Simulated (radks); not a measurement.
**Kr⁺ in [Ar] 3d10 4s2 4p5: an all-electron calculation**

The task here is to estimate one member of a computed series from the others.

Method: scalar-relativistic Kohn-Sham, PBE, spin-polarised, spherical densities, point nucleus; open shells are filled with parallel spins first. Code: radks (a radial shooting solver on a logarithmic mesh, Libxc functionals) version 1.

**The atom as given**

```
element       : krypton (Z = 36)
charge        : +1
electrons     : 35
configuration : [Ar] 3d10 4s2 4p5
```

Outer shells as boxes (Hund's rule):

Kr⁺
```
[Ar] core
3d [↑↓][↑↓][↑↓][↑↓][↑↓]
4s [↑↓]
4p [↑↓][↑↓][↑ ]
```

Set-up of the first run:

Input:

```text
Z 36
configuration [Ar] 3d10 4s2 4p5 5s0 4d0
relativity scalar-relativistic
functional pbe,pbe
spin polarised
nucleus point
c 137.035999084
```

Among the steps run: Self-consistent calculation.

One table of the session follows, with a row left open; its other results are not shown here.

It belongs to the step «Radial structure». Sizes of the orbitals, from the radial functions (bohr):

```
  level      <r>  outermost maximum (interpolated)  90 % within  nodes
  1s up  0.04149                            0.0271       0.0742      0
1s down  0.04149                            0.0271       0.0742      0
  2s up   0.1835                             0.154        0.284      1
2s down   0.1835                             0.154        0.284      1
  2p up   0.1601                             0.123        0.261      0
2p down   0.1601                             0.123        0.261      0
  3s up   0.5303                             0.467        0.788      2
3s down   0.5302                             0.467        0.788      2
  3p up   0.5405                             0.463        0.824      1
3p down   0.5404                             0.463        0.824      1
  3d up        ?                                 ?            ?      ?
3d down   0.5551                             0.411        0.909      0
  4s up    1.537                              1.33         2.27      3
4s down    1.538                              1.33         2.27      3
  4p up    1.823                              1.52         2.75      2
4p down    1.835                              1.52         2.78      2
```

**Question.** Estimate the row for 3d up.

As computed: <r>: 0.5557; outermost maximum (interpolated): 0.411; 90 % within: 0.910; nodes: 0. In the column «<r>» it lies between 3d down (0.5551) and 4s up (1.537).

To keep in mind: Open shells are spherical and high-spin; term and fine-structure splittings are not resolved.
